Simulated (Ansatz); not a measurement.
# F on WS2 (001), part 2 of 2

This session takes WS2 and sets out to find where and how strongly F adsorbs.

Ansatz 0.2.0; DFT PBE+D3(BJ), scalar-relativistic, plane waves, PAW. The steps go on from the part before.

**3. Changing settings: ecutwfc 29.4 Ry**

The COD entry's cell or inner coordinates are ideal or old and differ from later refinements, so a difference from it is no clean test against experiment.

Input file input.yaml:

```yaml
crystal:
  lattice:
    - [3.154206367, 0.0, 0.0]
    - [-1.5771031835, 2.7316228426, 0.0]
    - [0.0, 0.0, 34.2893024006]
  atoms:
    - { symbol: S, position: [0.6666666667, 0.3333333333, 0.2478907241] }
    - { symbol: W, position: [0.3333333333, 0.6666666667, 0.2938146344] }
    - { symbol: S, position: [0.6666666667, 0.3333333333, 0.3397385446] }
    - { symbol: S, position: [0.3333333333, 0.6666666667, 0.4249124751] }
    - { symbol: W, position: [0.6666666667, 0.3333333333, 0.4708514831] }
    - { symbol: S, position: [0.3333333333, 0.6666666667, 0.5167937758] }
    - { symbol: S, position: [0.6666666667, 0.3333333333, 0.6015867065] }
    - { symbol: W, position: [0.3333333333, 0.6666666667, 0.6485643118] }
    - { symbol: S, position: [0.6666666667, 0.3333333333, 0.6935721955] }
    - { symbol: F, position: [0.6666666667, 0.3333333333, 0.7442029385], spin: 1.0 }
basis:
  ecutwfc: "29.4 Ry"
kpoints:
  mp_grid: { grid: [9, 9, 1] }
hamiltonian:
  xc: pbe
  dispersion: d3bj
scf:
  occupations: { method: gaussian, width: 0.05 }
output:
  forces: true
  eigenvalues: true
magnetization:
  spin_polarized: true
efield:
  axis: 3
  dipole_correction: true
  ramp_width: 0.04
```

On the command line:

```sh
> ansatz run input.yaml --threads 2 --pin off --max-ram 5120MiB --backend cpu --events-out ev --progress --plain --runs-dir out
```

Log, cut to the lines that bear on the results:

```text
Warning: basis.ecutwfc = 400.00737781602356 eV is below the records' recommended 420 eV, and the density's cutoff is lower with it unless basis.ecutrho_ratio is high enough to keep the records' density cutoff: compare with a run at a higher cutoff
Warning: RAYON_NUM_THREADS=2 ignored (pool sized by the plan → 2); use --threads N
[...]
Pseudopotentials: kind: paw
Pseudopotential: S, paw, valence charge 6, recommended cutoff 420 eV (normal), S.paw.azcp
Pseudopotential: W, paw, valence charge 14, recommended cutoff 420 eV (normal), W.paw.azcp
Pseudopotential: F, paw, valence charge 7, recommended cutoff 420 eV (normal), F.paw.azcp
Functional definition: PBE
[...]
Crystal: 10 atoms, lattice volume = 295.440 Å³
Basis set: ecut = 400.00737781602356 eV, 5319 PW (Γ), exchange–correlation on 48×48×450 points (8 copies of the dense FFT grid, shifted against one another)
Bands: 53, of which v1, the nominal top of the filled ones, is band 43 counted from 1 (42 counted from 0)
Symmetry: 6 space group operations
[...]
SCF converged after 19 iterations
Magnetization: 0.2343 μB (42.6172 up, 42.3828 down)
Absolute magnetization: 0.2408 μB (∫|ρ↑−ρ↓|, with the PAW one-centre terms)
Spin contamination: 0.0004 ħ² per cell (⟨S²⟩ above its minimum at these occupations)
[...]
Free energy (F): -37383.607359 eV
[...]
E sigma→0 (E₀):  -37383.605031 eV
Entropy (-TS):   -0.004657 eV (-0.466 meV/atom)
Fermi energy:    3.781136 eV
Dipole field:    D = -0.066847 V/Å  (p = -0.109142 e·Å, saw-weighted, corrected)
Work function:   Φ+ = 7.3438 eV   Φ− = 5.0516 eV
Levels:          The Fermi level and band energies are counted from a zero that moves with the ramp; work functions are not
[...]
--- Forces (eV/Å), atoms counted from 1 ---
  atom   1  S      0.00000000    -0.00000000    -0.05156706
  atom   2  W     -0.00000000     0.00000000     0.03050820
  atom   3  S      0.00000000    -0.00000000     0.01604873
  atom   4  S     -0.00000000     0.00000000     0.00687924
  atom   5  W      0.00000000    -0.00000000     0.00079492
  atom   6  S     -0.00000000     0.00000000     0.00088381
  atom   7  S      0.00000000     0.00000000    -0.00192740
  atom   8  W     -0.00000000     0.00000000     0.00039461
[...]
--- Band table (eV; the first three rows and the last of 24) ---
[...]
```

Run time: 29 s. Hardware: 2 threads of AMD EPYC 7R43 (Zen 3), shared host; peak memory 0.74 GiB.

| run | ending | energy change | gap (eV) | abs. moment (μB) | force (eV/Å) | cycles | time |
| --- | --- | --- | --- | --- | --- | --- | --- |
| step 2 | converged | 0 | 0.00 | 0.24 | 0.05 | - | 2.6 min |
| variant | converged | +1.2 meV/atom | 0.00 | 0.24 | 0.05 | 19 | 29 s |

Changing the cutoff moves the energy by +1.2 meV/atom. The lower cutoff gives the higher energy: the smaller basis describes the state less well. The log warns that the cutoff is under what these potentials recommend, so the shift is basis error.

**4. Start: F, hollow (nearest S)**

Input file input.yaml:

```yaml
crystal:
  lattice:
    - [3.154206367, 0.0, 0.0]
    - [-1.5771031835, 2.7316228426, 0.0]
    - [0.0, 0.0, 34.2893024006]
  atoms:
    - { symbol: S, position: [0.6666666667, 0.3333333333, 0.2478907241] }
    - { symbol: W, position: [0.3333333333, 0.6666666667, 0.2938146344] }
    - { symbol: S, position: [0.6666666667, 0.3333333333, 0.3397385446] }
    - { symbol: S, position: [0.3333333333, 0.6666666667, 0.4249124751] }
    - { symbol: W, position: [0.6666666667, 0.3333333333, 0.4708339857] }
    - { symbol: S, position: [0.3333333333, 0.6666666667, 0.5167554112] }
    - { symbol: S, position: [0.6666666667, 0.3333333333, 0.602400577] }
    - { symbol: W, position: [0.3333333333, 0.6666666667, 0.6483614386] }
    - { symbol: S, position: [0.6666666667, 0.3333333333, 0.694395953] }
    - { symbol: F, position: [0.0, 0.0, 0.6838970517], spin: 1.0 }
basis:
  ecutwfc: 420
kpoints:
  mp_grid: { grid: [9, 9, 1] }
hamiltonian:
  xc: pbe
  dispersion: d3bj
scf:
  occupations: { method: gaussian, width: 0.05 }
output:
  forces: true
  eigenvalues: true
  populations: true
  write_density: true
  write_potential: true
  elf: true
  volumetric_format: npy
magnetization:
  spin_polarized: true
relax:
  adjacent_minimum: "off"
  f_tol: 0.03
  max_steps: 70
  constraints: [{ sites: [0, 1, 2, 3] }]
efield:
  axis: 3
  dipole_correction: true
  ramp_width: 0.04
```

On the command line:

```sh
> ansatz run input.yaml --threads 2 --pin off --max-ram 5120MiB --backend cpu --events-out ev --progress --plain --runs-dir out
```

Log:

```text
Warning: RAYON_NUM_THREADS=2 ignored (pool sized by the plan → 2); use --threads N
Engine: ansatz 0.2.0, x86_64-unknown-linux-gnu
Pseudopotentials: kind: paw
Pseudopotential: S, paw, valence charge 6, recommended cutoff 420 eV (normal), S.paw.azcp
Pseudopotential: W, paw, valence charge 14, recommended cutoff 420 eV (normal), W.paw.azcp
Pseudopotential: F, paw, valence charge 7, recommended cutoff 420 eV (normal), F.paw.azcp
Functional definition: PBE
  parameter kappa = 0.804
  parameter beta = 0.06672455060314922
  exchange = pbe_x(kappa = kappa, mu = beta*pi^2/3)
  correlation = pbe_c(beta = beta)
Crystal: 10 atoms, lattice volume = 295.440 Å³
Basis set: ecut = 420 eV, 5731 PW (Γ), exchange–correlation on 48×48×480 points (8 copies of the dense FFT grid, shifted against one another)
Bands: 53, of which v1, the nominal top of the filled ones, is band 43 counted from 1 (42 counted from 0)
Symmetry: 6 space group operations
k-points: 12 of 81 (time reversal used)
Non-local potential: S, projectors of the file, l = 0: 2, l = 1: 2, l = 2: 2
Non-local potential: W, projectors of the file, l = 0: 3, l = 1: 2, l = 2: 2, l = 3: 1
Non-local potential: F, projectors of the file, l = 0: 2, l = 1: 2, l = 2: 1
PAW form: soft (Blöchl's): semilocal exchange-correlation on the pseudo side does not see the compensation charge
PAW one-centre angular grid: S, 110 points (default); XC on 64 Gauss nodes
PAW one-centre angular grid: W, 590 points (default); XC on 64 Gauss nodes
PAW one-centre angular grid: F, 110 points (default); XC on 64 Gauss nodes
Starting moments: Σ|m| = 1 μB on 1 of 10 sites
Initial wavefunctions: pseudopotential atomic-orbital guess
Functional: x = pbe(κ = 0.804, μ = 0.2195149727645171), c = pbe(β = 0.06672455060314922)
SCF iter   1: F=—  HF=-37376.053294 eV  |F-HF|=—  |Δ(HF+E_count)|=         —  Δρ=2.64e-2 (↑2.28e-2 ↓2.64e-2)  dr2=5.99e0  dr2_m=7.14e-1  M=0.313 μB ∫|m|=0.341 μB  β_m=0.44  ethr=3.10e-3  p=0.000 e·Å  D=3.44e-7 V/Å  ΔV_dip=-0.00 eV  dr2_dipole=2.76e-1  V_vac-E_F(+/−)=5.79/5.79 eV  ⟨swp⟩=9.5  Hψ=6477  notcnv=0
Mixer restart at iter 1: flushing history
efield: sawtooth ramp at fractional position 0.9511 (placed from the atoms, in the widest stretch of the axis that holds none; the zero of the levels goes with the place), width 0.0400; the density the first Hamiltonian is built on has a dipole p = 0.000 e·Å; the dipole correction subtracts the counter field D = 3.44e-7 V/Å, which shifts the + side's vacuum level by -0.00 eV against the − side's; the planar-averaged density in the ramp window peaks in size at 9.2e-7 e/Å³
preconditioner: auto → LDOS  [metal: Δε(μ)=0.030 eV  Ē_g=9.038 eV  σ=0.050 eV  W_gap=0.32  n_scr=24 (ndim 8)  ℏωp=16.6 eV  f_vac=0.456  D(μ)=6.25/eV (n_scr^D=20)]
spin=Collinear: LDOS preconditioning applied to the charge; magnetization (m = ρ↑ − ρ↓) channel mixes plain (no charge-response kernel on spin).
SCF iter   2: F=—  HF=-37375.938892 eV  |F-HF|=—  |Δ(HF+E_count)|=   1.14e-1  Δρ=1.58e-2 (↑1.58e-2 ↓1.48e-2)  dr2=2.24e0  dr2_m=3.32e-1  M=0.167 μB ∫|m|=0.225 μB  β_m=0.44  ethr=3.10e-3  p=0.001 e·Å  D=8.64e-4 V/Å  ΔV_dip=-0.03 eV  dr2_dipole=1.78e-1  V_vac-E_F(+/−)=5.33/5.36 eV  ⟨swp⟩=2.1  Hψ=2204  notcnv=0  defer=62
density mixer auto → msr1: a metal under ldos (density of states about μ 0.53 of a free-electron gas's, 24 screened modes)
SCF iter   3: F=—  HF=-37376.471426 eV  |F-HF|=—  |Δ(HF+E_count)|=   5.33e-1  Δρ=1.03e-2 (↑1.03e-2 ↓5.79e-3)  dr2=1.36e0  dr2_m=4.95e-2  M=0.104 μB ∫|m|=0.144 μB  β_m=0.38  ethr=2.63e-3  p=0.011 e·Å  D=6.91e-3 V/Å  ΔV_dip=-0.24 eV  dr2_dipole=1.87e-2  V_vac-E_F(+/−)=4.72/4.95 eV  ⟨swp⟩=3.0  Hψ=2233  notcnv=0  defer=62
SCF iter   4: F=—  HF=-37376.333085 eV  |F-HF|=—  |Δ(HF+E_count)|=   1.38e-1  Δρ=6.99e-3 (↑6.99e-3 ↓3.20e-3)  dr2=2.93e-1  dr2_m=1.77e-2  M=0.099 μB ∫|m|=0.126 μB  β_m=0.42  ethr=1.60e-3  p=0.028 e·Å  D=1.72e-2 V/Å  ΔV_dip=-0.59 eV  dr2_dipole=5.32e-3  V_vac-E_F(+/−)=4.60/5.19 eV  ⟨swp⟩=3.0  Hψ=2028  notcnv=0  defer=66
[... 26 lines left out ...]
SCF converged after 11 iterations
Magnetization: 0.7845 μB (42.8922 up, 42.1078 down)
Absolute magnetization: 0.7923 μB (∫|ρ↑−ρ↓|, with the PAW one-centre terms)
Spin contamination: 0.0078 ħ² per cell (⟨S²⟩ above its minimum at these occupations)
Per-site moments (μB) at R_I (Å): [(-1.5878357782309394e-5, 0.9930902786090903), (0.0004526155981285802, 0.9930902776839329), (0.0003731845511462807, 0.9930902776839329), (0.0005135261000929808, 0.9925317044338741), (0.001958864023352907, 0.9925317044338741), (0.00011265080249702409, 0.9928667237169353), (0.015097894536198798, 0.9954966936016313), (0.0662304421599931, 0.989301659799435), (0.19205750505722147, 0.9835067054922125), (0.3933106427550979, 0.9835067054922125)]
Free energy (F): -37383.190031 eV
Harris-Foulkes:  -37383.190031 eV  (|F-HF|=2.44e-8)
Internal energy: -37383.184593 eV  (E = F + TS)
E sigma→0 (E₀):  -37383.187312 eV
Entropy (-TS):   -0.005438 eV (-0.544 meV/atom)
Fermi energy:    3.055969 eV
Dipole field:    D = -0.127726 V/Å  (p = -0.208540 e·Å, saw-weighted, corrected)
Work function:   Φ+ = 9.5390 eV   Φ− = 5.1592 eV
Levels:          The Fermi level and band energies are counted from a zero that moves with the ramp; work functions are not
--- Per-component energies (eV) ---
  E_band       = -1242.997829
  E_kinetic    = 2203.681323
  E_local      = -91524.903056  (includes V_loc(G=0)·N_el)
  E_nonlocal   = 246.076687
  E_hartree    = 44820.428127
  E_xc         = -1465.568160
  E_vxc        = -1346.559002  (∫ρ·V_xc dr)
  E_paw        = -29488.953609  (= ΣΔE_a)
  E_vpaw       = -470.221258  (= ΣTr[D̂ρ^β])
  E_aug_tail   = 0.001843  (compensation charges beyond the density's cutoff)
  E_efield     = 0.013318  (sawtooth field / dipole correction)
  E_vefield    = 8.100153  (∫n·V_field dr)
  E_ewald      = 37829.683724
  E_disp       = -3.644789  (pairwise vdW)
  E_smearing   = -0.005438  (= −TS)
  E_closure    = -0.000000  (closes the sum)
  Σ components = -37383.190031   (vs F -37383.190031, Δ=0.00e0)
--- Forces (eV/Å), atoms counted from 1 ---
  atom   1  S      0.00000000     0.00000000    -0.05037919
  atom   2  W      0.00000000     0.00000000     0.04165619
  atom   3  S      0.00000000    -0.00000000     0.01033020
  atom   4  S     -0.00000000     0.00000000    -0.01987511
  atom   5  W      0.00000000    -0.00000000     0.00415112
  atom   6  S     -0.00000000     0.00000000     0.02126462
  atom   7  S      0.00000000    -0.00000000    -0.01856667
  atom   8  W     -0.00000000    -0.00000000     0.01186429
  atom   9  S      0.00000000    -0.00000000    -0.00022140
  atom  10  F     -0.00000000     0.00000000    -0.00016500
  max |Σ_I F_I| component: 5.90e-5 eV/Å
--- Band table (eV; the first three rows and the last of 24) ---
[... 4 lines left out ...]
--- Relaxed structure (13 steps of the walk, 13 accepted, 0 SCFs on fresh bases) ---
  F+E_penalty+E_count = -37383.19003117 eV   max|allowed force component| = 2.126e-2 eV/Å
  atoms:
    - { symbol: S, position: [0.6666666666666666, 0.3333333333333333, 0.2478907241] }
    - { symbol: W, position: [0.3333333333333333, 0.6666666666666666, 0.29381463440000005] }
    - { symbol: S, position: [0.6666666666666666, 0.3333333333333333, 0.3397385446000001] }
    - { symbol: S, position: [0.3333333333333333, 0.6666666666666666, 0.4249124751000001] }
    - { symbol: W, position: [0.6666666666666666, 0.3333333333333333, 0.47077598649720065] }
    - { symbol: S, position: [0.3333333333333333, 0.6666666666666666, 0.5166757291569045] }
    - { symbol: S, position: [0.6666666666666666, 0.3333333333333333, 0.6017644529916021] }
    - { symbol: W, position: [0.3333333333333333, 0.6666666666666666, 0.6479480530759355] }
    - { symbol: S, position: [0.6666666666666666, 0.3333333333333333, 0.6934613982595895] }
    - { symbol: F, position: [3.980624038015255e-17, -2.2204460492583898e-17, 0.7383425826422305] }
--- Löwdin populations: 10 sites ---
  site symbol       q [e]    m [muB]
     0      S      6.1085    -0.0000
     1      W     13.5429     0.0006
     2      S      6.1079     0.0005
     3      S      6.1110     0.0008
     4      W     13.5455     0.0028
     5      S      6.0975     0.0003
     6      S      6.1343     0.0190
     7      W     13.5578     0.1042
     8      S      5.6572     0.2502
     9      F      7.3616     0.4022
  spilling = 0.009128 (of n_electrons = 85.000000)
```

Run time: 7.9 min. Hardware: 2 threads of AMD EPYC 7R43 (Zen 3), shared host; peak memory 0.91 GiB.

Relaxation path:

| step | E - E(step 1) (eV/cell) | largest force component (eV/Å) |
| --- | --- | --- |
| 1 | 0.0000 | 4.3004 |
| 2 | -0.6175 | 3.0397 |
| 3 | -1.0106 | 1.0882 |
| 4 | -1.1243 | 1.3805 |
| 5 | -1.5255 | 3.2865 |
| 6 | -2.5321 | 4.1525 |
| 7 | -3.9369 | 5.2817 |
| 8 | -5.2923 | 4.3345 |
| 9 | -6.4830 | 2.3686 |
| 10 | -6.7615 | 1.8213 |
| 11 | -6.8806 | 0.4988 |
| 12 | -6.8890 | 0.0421 |
| 13 | -6.8893 | 0.0213 |

Step 1 is the start.

This gives work function 9.54 eV (top face), 5.16 eV (bottom face); dipole along +c -0.209 e·Å per cell.

By site:

| atom | moment in the atom's sphere (μB) | Löwdin electrons |
| --- | --- | --- |
| S1 | 0.00 | 6.11 |
| W2 | 0.00 | 13.54 |
| S3 | 0.00 | 6.11 |
| S4 | 0.00 | 6.11 |
| W5 | 0.00 | 13.55 |
| S6 | 0.00 | 6.10 |
| S7 | 0.02 | 6.13 |
| W8 | 0.07 | 13.56 |
| S9 | 0.19 | 5.66 |
| F10 | 0.39 | 7.36 |

The Löwdin counts miss 0.78 of the 85 electrons, which the atomic orbitals do not span, so they are no charges.

Density in a lattice plane of the grid's cell (edges 3.15 and 34.29 Å, at 0.333 of the third edge), which holds S and W.

Values in e/Å³, 12 rows by 6 columns:
```
0.00 0.00 0.00 0.00 0.00 0.00
0.00 0.00 0.00 0.00 0.00 0.00
0.12 0.21 0.11 0.03 0.02 0.03
0.42 0.40 0.44 0.59 0.67 0.58
0.21 0.08 0.22 0.79 1.13 0.78
0.44 0.48 0.44 0.46 0.63 0.46
0.35 0.51 0.37 0.16 0.11 0.16
0.46 0.20 0.48 1.14 0.49 1.10
0.46 0.18 0.47 1.11 0.16 1.06
0.00 0.00 0.00 0.00 0.00 0.00
0.00 0.00 0.00 0.00 0.00 0.00
0.00 0.00 0.00 0.00 0.00 0.00
```
Columns run along the first of these edges and rows up along the second, over one cell in 6 and 12 even steps from the bottom left corner. Atoms in the plane (fractional): S at (0.67, 0.25), S at (0.67, 0.34), W at (0.67, 0.47), S at (0.67, 0.60), S at (0.67, 0.69).

ELF in the same plane.

Ten even steps from '0' (0.00) to '9' (0.83):
```
000000
000000
000000
000000
463000
717929
242222
828807
142000
686232
464474
585000
818969
242333
828707
101797
000000
000000
000000
000000
```
Columns run along the first of these edges and rows up along the second, over one cell in 6 and 20 even steps from the bottom left corner. Atoms in the plane (fractional): S at (0.67, 0.25), S at (0.67, 0.34), W at (0.67, 0.47), S at (0.67, 0.60), S at (0.67, 0.69).

Both are smooth fields of the valence electrons: close to the nuclei they are not physical.

Spin density (up less down) in a lattice plane of the grid's cell (edges 3.15 and 34.29 Å, at 0.333 of the third edge), which holds S and W.

Values in e/Å³, 12 rows by 6 columns:
```
0.00 0.00 0.00 0.00 0.00 0.00
0.00 0.00 0.00 0.00 0.00 0.00
0.01 0.01 0.01 0.00 0.00 0.00
0.01 0.01 0.01 0.02 0.03 0.02
0.00 0.00 0.00 0.00 0.00 0.00
0.00 0.00 0.00 0.00 0.00 0.00
0.00 0.00 0.00 0.00 0.00 0.00
0.00 0.00 0.00 0.00 0.00 0.00
0.00 0.00 0.00 0.00 0.00 0.00
0.00 0.00 0.00 0.00 0.00 0.00
0.00 0.00 0.00 0.00 0.00 0.00
0.00 0.00 0.00 0.00 0.00 0.00
```
Columns run along the first of these edges and rows up along the second, over one cell in 6 and 12 even steps from the bottom left corner. Atoms in the plane (fractional): S at (0.67, 0.25), S at (0.67, 0.34), W at (0.67, 0.47), S at (0.67, 0.60), S at (0.67, 0.69).

Outside the cores ELF peaks at 0.96 beside S, off the lines to its neighbours, 0.9 Å from S; 0.88 on the S–W line, 0.8 Å from S; 0.87 in the shell around S, 0.8 Å from S.

**5. Adsorption of F: the sites compared**

The adsorption energy counts from the clean slab and the free F (-804.431 eV, from a separate run in a box, with its spin free); negative means bound. Places are fractions of a and b; there is one adsorbate per 8.6 Å². Heights count from the highest slab atom, and bonded means within 1.25 times the sum of covalent radii.

```csv
start,ends at,E_ads (eV),height (Å),shortest contact (Å),"Δφ, top (eV)",Δ dipole (e·Å),moment (μB)
"top (S) at (0.67, 0.33)","(0.67, 0.33), 1 bonded",-1.52,1.74,F–S 1.74,n/a,-0.109,0.23
"hollow (nearest S) at (0.00, 0.00)","(0.00, 0.00), 0 bonded",-1.09,1.54,F–S 2.38,n/a,-0.208,0.78
```

**6. Results**

The summary covers parts 1 to 2.

| quantity | value |
| --- | --- |
| F: lowest end | E_ads -1.52 eV, from the top (S) start, 1 bonded, 1.74 Å high |

The strongest binding of F is 1.52 eV, a moderate chemical bond when counted from the free atom, not from the element's molecule or solid; the ends span 0.43 eV. It puts states into the slab's gap, which goes from 1.24 eV to none (metal or semimetal). A start on a symmetric site keeps its symmetry, so an end may be a saddle point and not a minimum. Spin-orbit coupling is left out, which matters for the bands of W.
